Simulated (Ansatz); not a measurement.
# BaLi2MnV2O8: the cost of one run

Method: DFT, PAW plane waves, r2scan, in Ansatz 0.2.0.

## (1) Starting point

It takes space group P-3 (No. 147, trigonal). Conventional cell: a = 5.289 Å, b = 5.289 Å, c = 7.303 Å, α = 90.00°, β = 90.00°, γ = 120.00°. Ba (site symmetry -3) is surrounded by 12 O at 2.86 to 3.06 Å. Around Li (site symmetry 3) lie 4 O at 1.97 to 2.08 Å. Mn (site symmetry -3) is surrounded by 6 O at 2.18 Å. V (site symmetry 3) is surrounded by 4 O at 1.69 to 1.73 Å. O (site symmetry 1) has 1 V at 1.73 Å and 1 Li at 1.97 Å and 1 Mn at 2.18 Å in its first shell of neighbours. O (site symmetry 3) has 1 V at 1.69 Å and 1 Li at 2.08 Å in its first shell of neighbours.

As a file:

```xyz
14
Lattice="5.2887 0.0000 0.0000 -2.6444 4.5801 0.0000 0.0000 0.0000 7.3026" Properties=species:S:1:pos:R:3 pbc="T T T"
Ba    0.0000    0.0000    3.6513
Li    0.0000    3.0534    5.6230
Li    2.6444    1.5267    1.6796
Mn    0.0000    0.0000    0.0000
V     2.6444    1.5267    5.4504
V     0.0000    3.0534    1.8522
O     0.7050    1.5573    1.3524
O     0.9432    4.4121    1.3524
O    -1.6482    3.1910    1.3524
O     1.9394    3.0229    5.9502
O     1.7011    0.1681    5.9502
O     4.2926    1.3892    5.9502
O     2.6444    1.5267    3.7608
O     0.0000    3.0534    3.5418
```

## (2) A run

The input, input.yaml:

```yaml
crystal:
  lattice:
    - [5.2887, 0.0, 0.0]
    - [-2.64435, 4.58014855, 0.0]
    - [0.0, 0.0, 7.3026]
  atoms:
    - { symbol: Ba, position: [0.0, 0.0, 0.5] }
    - { symbol: Li, position: [0.33333333, 0.66666667, 0.77] }
    - { symbol: Li, position: [0.66666667, 0.33333333, 0.23] }
    - { symbol: Mn, position: [0.0, 0.0, 0.0], spin: 4.5 }
    - { symbol: V, position: [0.66666667, 0.33333333, 0.74636], spin: 2.0 }
    - { symbol: V, position: [0.33333333, 0.66666667, 0.25364], spin: 2.0 }
    - { symbol: O, position: [0.3033, 0.34, 0.1852] }
    - { symbol: O, position: [0.66, 0.9633, 0.1852] }
    - { symbol: O, position: [0.0367, 0.6967, 0.1852] }
    - { symbol: O, position: [0.6967, 0.66, 0.8148] }
    - { symbol: O, position: [0.34, 0.0367, 0.8148] }
    - { symbol: O, position: [0.9633, 0.3033, 0.8148] }
    - { symbol: O, position: [0.66666667, 0.33333333, 0.515] }
    - { symbol: O, position: [0.33333333, 0.66666667, 0.485] }
  symmetry: { tolerance: 0.0003 }
hamiltonian:
  xc: r2scan
  pseudopotentials: { kind: paw, azcp: { folder: soft_1 } }
basis:
  ecutwfc: 500
magnetization:
  spin_polarized: true
scf:
  occupations: { method: fermi_dirac, width: 0.05 }
kpoints:
  mp_grid: { grid: [5, 5, 3], shift: [0, 0, 0] }
output:
  forces: true
  stress: true
  eigenvalues: true
```

On the command line:

```
> ansatz run input.yaml --threads 4 --pin off --max-ram 10240MiB --backend cpu --events-out ev --progress --plain --runs-dir out
```

Q: Estimate wall time and peak memory on 4 threads of Arm Neoverse V1, shared host.

About 30 s, with a peak of 1.3 GiB.
